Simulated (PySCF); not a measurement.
# C₅H₆F₂OSi: runs on many settings

Aim: see how C₅H₆F₂OSi (`FC(F)OC1=CC=C[SiH2]1`) answers to the choice of functional, basis, grid and SCF options.

Computed with PySCF 2.14.0, with density-fitted response routines of our own, on a single molecule in the gas phase. Atoms are numbered from 0 throughout.

## 1. The molecule as given

15 atoms, charge 0, multiplicity 1; geometry from: GFN2-xTB.

Bonds of the start (Å): F0–C1 1.34, C1–F2 1.36, C1–O3 1.35, O3–C4 1.38, C4–C5 1.34, C5–C6 1.46, C6–C7 1.34, C7–Si8 1.88, Si8–C4 1.91, C1–H9 1.11, C5–H10 1.08, C6–H11 1.08, C7–H12 1.08, Si8–H13 1.46, Si8–H14 1.46.

## 2. Nuclear shieldings: PBE0/pcSseg-1

What the job is given:

```
{"job": {"kind": "nmr", "xc": "PBE0", "basis": "pcSseg-1"}, "charge": 0, "multiplicity": 1}
F      3.709042    -0.160110     0.195656
C      2.504090     0.266732    -0.208947
F      2.572463     1.623666    -0.214648
O      1.581604    -0.194141     0.658702
C      0.255123    -0.108012     0.289758
C     -0.258400     0.525407    -0.772343
C     -1.706028     0.425751    -0.887466
C     -2.354057    -0.268572     0.058429
Si    -1.122465    -0.932817     1.319034
H      2.347603    -0.056764    -1.256362
H      0.296083     1.092551    -1.505307
H     -2.194240     0.911854    -1.720073
H     -3.424702    -0.381365     0.047135
H     -1.232030    -0.349220     2.652305
H     -0.978500    -2.386970     1.322217
```

Method: GIAO PBE0/pcSseg-1 NMR shielding, non-relativistic, gas phase.

Command:

```
OMP_NUM_THREADS=1 python probes_run.py task.json out
```

The driver reads the jobs from task.json and runs them one after another.

The log of the run:

```text
coarse grid: 14032 points
cycle   1  E = -757.6110223310  dE =  1.521e+00  |g| = 8.656e-01  |ddm| = 3.632e+00
cycle   2  E = -757.5009832712  dE =  1.100e-01  |g| = 1.199e+00  |ddm| = 1.177e+00
cycle   3  E = -757.7452892069  dE = -2.443e-01  |g| = 9.007e-02  |ddm| = 7.063e-01
cycle   4  E = -757.7461544915  dE = -8.653e-04  |g| = 6.776e-02  |ddm| = 1.339e-01
cycle   5  E = -757.7472122662  dE = -1.058e-03  |g| = 1.307e-02  |ddm| = 6.093e-02
cycle   6  E = -757.7472455196  dE = -3.325e-05  |g| = 4.585e-03  |ddm| = 1.417e-02
cycle   7  E = -757.7472507299  dE = -5.210e-06  |g| = 1.088e-03  |ddm| = 5.196e-03
final grid: 134616 points
cycle   8  E = -757.8231267810  dE = -4.045e-05  |g| = 1.135e-02  |ddm| = 3.314e-02
cycle   9  E = -757.8230881276  dE =  3.865e-05  |g| = 1.792e-02  |ddm| = 2.049e-02
cycle  10  E = -757.8231516595  dE = -6.353e-05  |g| = 2.097e-03  |ddm| = 1.417e-02
cycle  11  E = -757.8231526886  dE = -1.029e-06  |g| = 4.576e-04  |ddm| = 2.043e-03
cycle  12  E = -757.8231527277  dE = -3.915e-08  |g| = 1.395e-04  |ddm| = 4.009e-04
cycle  13  E = -757.8231527316  dE = -3.875e-09  |g| = 4.641e-05  |ddm| = 1.361e-04
cycle  14  E = -757.8231527321  dE = -4.757e-10  |g| = 1.538e-05  |ddm| = 5.283e-05
converged SCF energy = -757.8231527321

GIAO shielding tensors (ppm)
atom      isotropic    diamagn.    paramagn.     s11        s22        s33       span
  0 F      276.957     466.697    -189.740    180.271    301.203    349.399    169.128
  1 C       63.947     240.305    -176.358     45.830     70.417     75.593     29.764
  2 F      268.371     473.541    -205.170    194.556    256.759    353.798    159.242
  3 O      152.868     400.027    -247.159     94.605    117.442    246.557    151.953
  4 C       14.696     256.575    -241.880    -75.916     32.820     87.183    163.099
  5 C       62.281     259.040    -196.759    -30.768     68.878    148.734    179.502
  6 C       30.431     253.214    -222.783    -89.662     37.811    143.146    232.808
  7 C       65.117     260.927    -195.809    -43.002     69.658    168.696    211.698
  8 Si     400.582     881.063    -480.481    356.938    393.998    450.809     93.870
  9 H       25.094      28.828      -3.734     22.504     24.780     27.998      5.495
 10 H       25.640      33.729      -8.089     23.048     23.925     29.948      6.899
 11 H       24.571      30.418      -5.847     22.854     23.572     27.286      4.432
 12 H       26.002      29.585      -3.583     25.205     25.454     27.348      2.144
 13 H       26.996      28.557      -1.562     23.751     25.098     32.137      8.386
 14 H       27.050      28.629      -1.579     23.813     25.160     32.178      8.366
```

Run time: 2.1 min. Hardware: 1 thread of Intel Xeon at 2.50GHz, shared host; peak memory 0.84 GiB.

Shifts follow as δ = σ(reference) − σ, with reference shieldings (ppm) from runs at the same level and on the same kind of geometry: ¹H TMS 31.72, ¹³C TMS 186.9, ²⁹Si TMS 349.2, ¹⁹F CFCl3 170.9, ¹⁷O H2O 336.1. The references are single molecules in the gas phase, so shifts against H2O, NH3, PH3, H3PO4 or CFCl3 are not on the usual liquid scales and can be off by tens of ppm. Atoms listed in one row are averaged.

```csv
atoms,environment,σ (ppm),δ (ppm),δ scaled to CDCl3
C4,alkene carbon bearing oxygen,14.7,172.2,166.2
C6,alkene CH,30.4,156.5,150.8
C5,β carbon of an enol-ether or enamine type C=C,62.3,124.6,119.7
C1,sp3 CH bonded to 2 F and O,63.9,123.0,118.1
C7,alkene CH,65.1,121.8,117.0
H11,hydrogen on an alkene CH,24.57,7.15,6.84
H9,hydrogen on an sp3 CH bonded to 2 F and O,25.09,6.62,6.35
H10,hydrogen on a β carbon of an enol-ether or enamine type C=C,25.64,6.08,5.83
H12,hydrogen on an alkene CH,26.00,5.71,5.49
"H13, H14","hydrogen on a silicon bonded to 2 C, in a 5-membered ring",27.02,4.69,–
"F0, F2",fluorine of a CF2 group,272.7,-101.7,–
O3,ether oxygen,152.9,183.2,–
Si8,"silicon bonded to 2 C, 2 H, in a 5-membered ring",400.6,-51.4,–
```

The scaled column applies a straight-line fit of computed shieldings to shifts measured in CDCl3, and one for carbons that bear F (root-mean-square error 0.16 ppm for H, 1.9 ppm for C).

Charges from the same density, by scheme (e):

```csv
atoms,Mulliken,IAO,Hirshfeld,ESP fit
"F0, F2",-0.29,-0.30,-0.11,-0.23
C1,0.69,0.61,0.21,0.60
O3,-0.45,-0.31,-0.12,-0.29
C4,-0.05,-0.07,-0.01,-0.02
C5,-0.19,-0.23,-0.08,-0.14
C6,-0.07,-0.12,-0.04,-0.13
C7,-0.40,-0.46,-0.16,-0.44
Si8,0.76,0.76,0.35,0.52
```

Mayer bond orders: F0–C1 1.02, C1–F2 0.96, C1–O3 1.02, O3–C4 0.92, C4–C5 1.73, C5–C6 1.10, C6–C7 1.83, C7–Si8 0.91, Si8–C4 0.83.

Ring of atoms C4, C5, C6, C7, Si8: NICS(0) 0.9, NICS(1) -0.8, NICS(1)zz 4.1 ppm (means of both faces).

Orbitals, density, ELF and potential are computed afterwards from the orbital file.

Frontier orbitals at PBE0/pcSseg-1, with the share of their density that lies nearest to each atom:

```csv
orbital,energy (eV),lies on
HOMO,-6.65,"C7 27 %; C4, C5 about 20 % each; C6 11 %"
LUMO,-1.65,"C4, C7 about 20 % each; C6 16 %; C5 11 %"
```

ELF in a plane through or near 11 of the atoms.

Ten even steps from ' ' (0.00) to '@' (1.00):
```
                                                        
                                                        
                                                        
                                --@@@@**                
                      **##--    ##@@@@@@::              
                    --@@@@@@::  ##@@@@@@..              
                    ..@@@@@@++==**@@@@++                
                      ##@@==..@@++****--::**##==        
              ..----  ..++::==##****%%++%%@@@@@@        
        ::....--::==::..**%%##::  ++--==@@@@@@@@        
      ..**##**==@@--****------==..%%**==%%@@@@%%        
      ::%%##==##--##--****==@@%%..::%%%%--::..          
      ..**%%%%**  ++####--++@@--####..++::              
        ::++**--  ==%%##..  --..::::......              
          ..::    ::++--    ..::::----::                
                              ..----::..                
                                ....                    
                                                        
                                                        
                                                        
```
The map spans 12.4 Å across and 9.8 Å up, centred on the molecule. Atoms in the plane (x, y in Å): F0 (-3.6, -0.9), C1 (-2.5, -0.1), O3 (-1.5, -0.9), C4 (-0.2, -0.3), C5 (0.1, 1.0), C6 (1.5, 1.3), C7 (2.4, 0.2), Si8 (1.4, -1.4), H10 (-0.6, 1.8), H11 (1.8, 2.3), H12 (3.4, 0.3).

On the surface of density 0.002 e/bohr³ the electrostatic potential runs, from the 1st to the 99th percentile, from -0.84 V near O3 to 1.38 V near Si8.

## 3. Ultraviolet spectrum: PBE0/def2-SVPD

Settings changed since step 2:

```diff
@@ -1,2 +1,2 @@
-{"job": {"kind": "nmr", "xc": "PBE0", "basis": "pcSseg-1"}, "charge": 0, "multiplicity": 1}
+{"job": {"kind": "uv", "xc": "PBE0", "basis": "def2-SVPD", "nstates": 6, "ntriplets": 2}, "charge": 0, "multiplicity": 1}
 F      3.709042    -0.160110     0.195656
```

Method: TDDFT PBE0/def2-SVPD, vertical, gas phase, core orbitals frozen in the response.

The log of the run:

```text
coarse grid: 14032 points
cycle   1  E = -757.2331831222  dE =  1.455e+00  |g| = 8.150e-01  |ddm| = 6.549e+00
cycle   2  E = -757.1277670658  dE =  1.054e-01  |g| = 1.127e+00  |ddm| = 2.232e+00
cycle   3  E = -757.3599122085  dE = -2.321e-01  |g| = 8.798e-02  |ddm| = 1.311e+00
cycle   4  E = -757.3607888055  dE = -8.766e-04  |g| = 6.521e-02  |ddm| = 2.279e-01
cycle   5  E = -757.3618072966  dE = -1.018e-03  |g| = 1.209e-02  |ddm| = 9.900e-02
cycle   6  E = -757.3618363507  dE = -2.905e-05  |g| = 4.578e-03  |ddm| = 2.838e-02
cycle   7  E = -757.3618417157  dE = -5.365e-06  |g| = 9.832e-04  |ddm| = 1.061e-02
final grid: 134616 points
cycle   8  E = -757.4678564179  dE = -4.117e-05  |g| = 1.053e-02  |ddm| = 1.346e-01
cycle   9  E = -757.4678220633  dE =  3.435e-05  |g| = 1.655e-02  |ddm| = 4.193e-02
cycle  10  E = -757.4678795339  dE = -5.747e-05  |g| = 1.966e-03  |ddm| = 2.878e-02
cycle  11  E = -757.4678804701  dE = -9.362e-07  |g| = 4.190e-04  |ddm| = 3.902e-03
cycle  12  E = -757.4678805061  dE = -3.601e-08  |g| = 1.311e-04  |ddm| = 9.519e-04
cycle  13  E = -757.4678805095  dE = -3.406e-09  |g| = 4.570e-05  |ddm| = 3.092e-04
cycle  14  E = -757.4678805100  dE = -5.020e-10  |g| = 1.579e-05  |ddm| = 1.270e-04
converged SCF energy = -757.4678805100

Static polarisability (au): isotropic 88.218, principal 63.809 94.768 106.077

Singlet excitations
state   eV       nm        f      main configurations
  1   4.1098    301.7   0.08339   H->L 0.98
  2   5.6269    220.3   0.00262   H->L+1 0.96
  3   5.7217    216.7   0.00021   H-1->L 0.95
  4   6.0498    204.9   0.00094   H->L+2 0.96
  5   6.4523    192.2   0.01719   H-2->L 0.57, H->L+5 0.35
  6   6.5395    189.6   0.00468   H-3->L 0.90

Triplet excitations (Tamm-Dancoff, eV): 2.4964 4.7785
```

Wall time 2.5 min (1 thread of Intel Xeon at 2.50GHz, shared host); peak memory 0.97 GiB.

Frontier orbitals and where they lie:

```csv
orbital,eV,atoms
HOMO−3,-9.66,"Si8 24 %, C4 15 %, C5 11 %"
HOMO−2,-9.34,"C6 23 %, C5 18 %, C7 14 %"
HOMO−1,-9.04,"C7 26 %, Si8 20 %, C4 14 %"
HOMO,-6.68,"C7 25 %, C5 19 %, C4 19 %"
LUMO,-1.69,"C6 20 %, C4 18 %, C7 18 %"
LUMO+1,0.20,"Si8 40 %, H13 13 %, H14 12 %"
LUMO+2,0.53,"Si8 29 %, H14 9 %, C6 9 %"
```

With each of the 6 states as a Gaussian band of 0.4 eV half-width at 1/e, the curve within the window shown has maxima at 301 nm (ε 3,400), 192 nm (ε 890) L/(mol cm). Beyond the last state computed it falls off for lack of states. The curve at chosen wavelengths:

(nm, ε (L/mol/cm)): (181, 381), (188, 817), (195, 829), (202, 491), (208, 265), (215, 165), (222, 128), (229, 87), (236, 47), (243, 27), (249, 39), (256, 125), (263, 358), (270, 812), (277, 1491), (284, 2273), (290, 2869), (297, 3299), (304, 3351), (311, 3054), (318, 2534), (325, 1937), (331, 1454), (338, 981), (345, 627), (352, 383)

Leading natural transition orbitals of singlet state 1: the hole lies on C4, C7 about 24 % each; C5 19 %; C6 11 %; the particle on C4, C7 about 18 % each; C6 15 %; C5 10 %.

Further results of this job:

```csv
property,computed
dipole moment (D),2.64
polarisability (Å³),13.07
HOMO–LUMO gap (eV),4.99
−ε(HOMO) (eV),6.68
```

## 4. Nuclear shieldings: LC-wPBE/pcSseg-0

Settings changed since step 3:

```diff
@@ -1,2 +1,2 @@
-{"job": {"kind": "uv", "xc": "PBE0", "basis": "def2-SVPD", "nstates": 6, "ntriplets": 2}, "charge": 0, "multiplicity": 1}
+{"job": {"kind": "nmr", "xc": "LC-wPBE", "basis": "pcSseg-0", "pop": true}, "charge": 0, "multiplicity": 1}
 F      3.709042    -0.160110     0.195656
```

Level: GIAO LC-wPBE/pcSseg-0 NMR shielding, non-relativistic, gas phase.

The log of the run:

```text
coarse grid: 14032 points
cycle   1  E = -756.5948578891  dE =  1.896e+00  |g| = 8.878e-01  |ddm| = 4.153e+00
cycle   2  E = -756.6445646210  dE = -4.971e-02  |g| = 8.986e-01  |ddm| = 1.457e+00
cycle   3  E = -756.7746189258  dE = -1.301e-01  |g| = 5.031e-02  |ddm| = 6.207e-01
cycle   4  E = -756.7754132253  dE = -7.943e-04  |g| = 2.236e-02  |ddm| = 1.010e-01
cycle   5  E = -756.7755460884  dE = -1.329e-04  |g| = 6.493e-03  |ddm| = 3.401e-02
cycle   6  E = -756.7755612798  dE = -1.519e-05  |g| = 2.548e-03  |ddm| = 1.024e-02
cycle   7  E = -756.7755649931  dE = -3.713e-06  |g| = 8.278e-04  |ddm| = 5.574e-03
final grid: 134616 points
cycle   8  E = -756.7118968203  dE = -5.257e-05  |g| = 4.413e-03  |ddm| = 2.553e-02
cycle   9  E = -756.7118970491  dE = -2.288e-07  |g| = 3.790e-03  |ddm| = 6.487e-03
cycle  10  E = -756.7119005544  dE = -3.505e-06  |g| = 4.972e-04  |ddm| = 3.111e-03
cycle  11  E = -756.7119006211  dE = -6.667e-08  |g| = 2.040e-04  |ddm| = 8.913e-04
cycle  12  E = -756.7119002215  dE =  3.996e-07  |g| = 8.570e-05  |ddm| = 3.885e-04
cycle  13  E = -756.7119006411  dE = -4.196e-07  |g| = 3.122e-05  |ddm| = 1.458e-04
cycle  14  E = -756.7119006423  dE = -1.177e-09  |g| = 1.107e-05  |ddm| = 1.375e-04
cycle  15  E = -756.7119006424  dE = -9.641e-11  |g| = 2.994e-06  |ddm| = 4.151e-05
converged SCF energy = -756.7119006424

GIAO shielding tensors (ppm)
atom      isotropic    diamagn.    paramagn.     s11        s22        s33       span
  0 F      294.959     466.853    -171.893    204.876    333.185    346.816    141.940
  1 C       64.500     241.804    -177.304     40.849     74.617     78.036     37.187
  2 F      283.464     473.920    -190.456    206.610    293.421    350.361    143.752
  3 O      180.491     410.110    -229.619    117.136    140.371    283.966    166.830
  4 C       21.466     259.834    -238.368    -81.362     45.884     99.877    181.239
  5 C       67.588     261.169    -193.582    -36.237     77.398    161.603    197.841
  6 C       37.098     260.324    -223.226    -92.867     43.896    160.265    253.133
  7 C       68.619     267.690    -199.071    -50.170     69.871    186.157    236.326
  8 Si     408.721     879.937    -471.215    326.720    408.734    490.710    163.991
  9 H       25.878      27.466      -1.589     22.789     25.008     29.836      7.047
 10 H       27.326      32.190      -4.865     24.615     25.860     31.502      6.887
 11 H       26.183      29.248      -3.066     24.719     25.226     28.604      3.885
 12 H       27.302      30.860      -3.558     26.534     26.612     28.760      2.226
 13 H       28.113      28.608      -0.495     24.401     26.455     33.482      9.081
 14 H       28.158      28.604      -0.447     24.429     26.506     33.537      9.107
```

Run time: 59 s. Hardware: 1 thread of Intel Xeon at 2.50GHz, shared host; peak memory 0.55 GiB.

In short: δ C4 179.7, C6 164.0, C1 136.6, C5 133.5, H9 7.46, H11 7.16 ppm.

## 5. Ultraviolet spectrum: BHandHLYP/def2-SVPD

Settings changed since step 4:

```diff
@@ -1,2 +1,2 @@
-{"job": {"kind": "nmr", "xc": "LC-wPBE", "basis": "pcSseg-0", "pop": true}, "charge": 0, "multiplicity": 1}
+{"job": {"kind": "uv", "xc": "BHandHLYP", "basis": "def2-SVPD", "nstates": 1, "ntriplets": 2, "tda": false, "scf": {"level_shift": 0.2}}, "charge": 0, "multiplicity": 1}
 F      3.709042    -0.160110     0.195656
```

With the program's defaults for keys left out, this is: TDDFT BHandHLYP/def2-SVPD, vertical, gas phase, core orbitals frozen in the response.

The log of the run:

```text
final grid: 134616 points
cycle   1  E = -757.6585797955  dE =  1.719e+00  |g| = 9.346e-01  |ddm| = 6.070e+00
cycle   2  E = -757.7690634418  dE = -1.105e-01  |g| = 7.005e-01  |ddm| = 1.922e+00
cycle   3  E = -757.8473191482  dE = -7.826e-02  |g| = 8.851e-02  |ddm| = 8.065e-01
cycle   4  E = -757.8494155216  dE = -2.096e-03  |g| = 2.864e-02  |ddm| = 2.422e-01
cycle   5  E = -757.8496715412  dE = -2.560e-04  |g| = 7.116e-03  |ddm| = 7.128e-02
cycle   6  E = -757.8497005159  dE = -2.897e-05  |g| = 2.861e-03  |ddm| = 2.627e-02
cycle   7  E = -757.8497066234  dE = -6.107e-06  |g| = 1.210e-03  |ddm| = 9.459e-03
cycle   8  E = -757.8497081081  dE = -1.485e-06  |g| = 6.136e-04  |ddm| = 4.460e-03
cycle   9  E = -757.8497084961  dE = -3.880e-07  |g| = 2.932e-04  |ddm| = 2.241e-03
cycle  10  E = -757.8497086061  dE = -1.100e-07  |g| = 1.400e-04  |ddm| = 1.099e-03
cycle  11  E = -757.8497086373  dE = -3.122e-08  |g| = 6.779e-05  |ddm| = 6.226e-04
cycle  12  E = -757.8497086456  dE = -8.241e-09  |g| = 3.713e-05  |ddm| = 2.886e-04
cycle  13  E = -757.8497086479  dE = -2.359e-09  |g| = 1.749e-05  |ddm| = 1.674e-04
cycle  14  E = -757.8497086485  dE = -5.198e-10  |g| = 9.726e-06  |ddm| = 7.358e-05
level shift removed, Fock matrix diagonalised once more
converged SCF energy = -757.8497086485

Static polarisability (au): isotropic 85.199, principal 62.312 92.160 101.124

Singlet excitations
state   eV       nm        f      main configurations
  1   4.2552    291.4   0.08268   H->L 0.98

Triplet excitations (Tamm-Dancoff, eV): 2.4793 4.7180
```

Run time: 2.4 min. Hardware: 1 thread of Intel Xeon at 2.50GHz, shared host; peak memory 0.92 GiB.

Key values: HOMO -7.55 eV, LUMO -0.65 eV; lowest singlet 4.26 eV.

(Part 1 of 2 ends here.)
